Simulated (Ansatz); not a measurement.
# C3H5FSn: basis-set convergence

One table from this session's results is given with a row withheld; the runs are named, their logs left out.

Method: one geometry, several basis sets; program: Ansatz 0.2.0, Gaussian basis.

Levels to be run: PBE0-D4/def2-SVP; ωB97M-V/def2-SVP; PBE0-D4/def2-QZVPP; ωB97M-V/def2-QZVPP; the functionals' def2-TZVPP values are taken from earlier runs.

### Structure used throughout

All runs share one geometry, relaxed beforehand with PBE0-D4 in a triple-zeta def2 set. Sn takes the def2 core potential; no spin-orbit term is included.

SMILES `C#[C][SnH]([CH3])[F]`, 10 atoms, charge 0, spin multiplicity 1.

Atoms are counted from 1 here; the program's logs count them from 0.

Bond lengths: C1–C2 1.206 Å, C1–H6 1.066 Å, C2–Sn3 2.077 Å, Sn3–C4 2.117 Å, Sn3–F5 1.925 Å, Sn3–H7 1.700 Å, C4–H8 1.090 Å, C4–H9 1.089 Å, C4–H10 1.089 Å. Angles: C2–C1–H6 179.4°, C1–C2–Sn3 178.0°, C2–Sn3–C4 111.6°, C2–Sn3–F5 104.6°, C2–Sn3–H7 110.9°, C4–Sn3–F5 105.2°, C4–Sn3–H7 118.3°, F5–Sn3–H7 104.9°, Sn3–C4–H8 110.0°, Sn3–C4–H9 109.7°, Sn3–C4–H10 108.6°, H8–C4–H9 109.5°, H8–C4–H10 109.4°, H9–C4–H10 109.6°.

Set-up of the first run:

The input, in.yaml:

```yaml
crystal:
  periodic: [false, false, false]
  atoms:
    - {symbol: C, position_ang: [0.319229, 2.495511, -1.344662]}
    - {symbol: C, position_ang: [0.112521, 1.338652, -1.071943]}
    - {symbol: Sn, position_ang: [-0.277480, -0.631919, -0.543866]}
    - {symbol: C, position_ang: [-0.036650, -0.944895, 1.536189]}
    - {symbol: F, position_ang: [1.132768, -1.646690, -1.373907]}
    - {symbol: H, position_ang: [0.508824, 3.514781, -1.594407]}
    - {symbol: H, position_ang: [-1.705683, -1.185804, -1.281411]}
    - {symbol: H, position_ang: [-0.782507, -0.373425, 2.088881]}
    - {symbol: H, position_ang: [-0.147897, -2.004493, 1.763162]}
    - {symbol: H, position_ang: [0.959975, -0.612818, 1.824864]}
basis:
  gaussian: {orbitals: def2-SVP}
hamiltonian: {xc: pbe0, dispersion: d4}
output: {orbitals: {seedname: orbitals}}
```

Steps of the session up to this table: PBE0-D4 in def2-SVP; ωB97M-V in def2-SVP; PBE0-D4 in def2-QZVPP; ωB97M-V in def2-QZVPP.

One of the session's tables, all rows but one given; the rest of the session is left out.

It belongs to the step «Density functionals: the series». 

```
functional       basis  HOMO (eV)
   PBE0-D4    def2-SVP      -8.21
   PBE0-D4  def2-TZVPP      -8.28
   PBE0-D4  def2-QZVPP      -8.29
   ωB97M-V    def2-SVP     -10.41
   ωB97M-V  def2-TZVPP          ?
   ωB97M-V  def2-QZVPP     -10.51
```

Estimate the missing values for ωB97M-V, def2-TZVPP.

The run gave: HOMO (eV): -10.50. In the column «HOMO (eV)» it lies between ωB97M-V, def2-QZVPP (-10.51) and ωB97M-V, def2-SVP (-10.41).
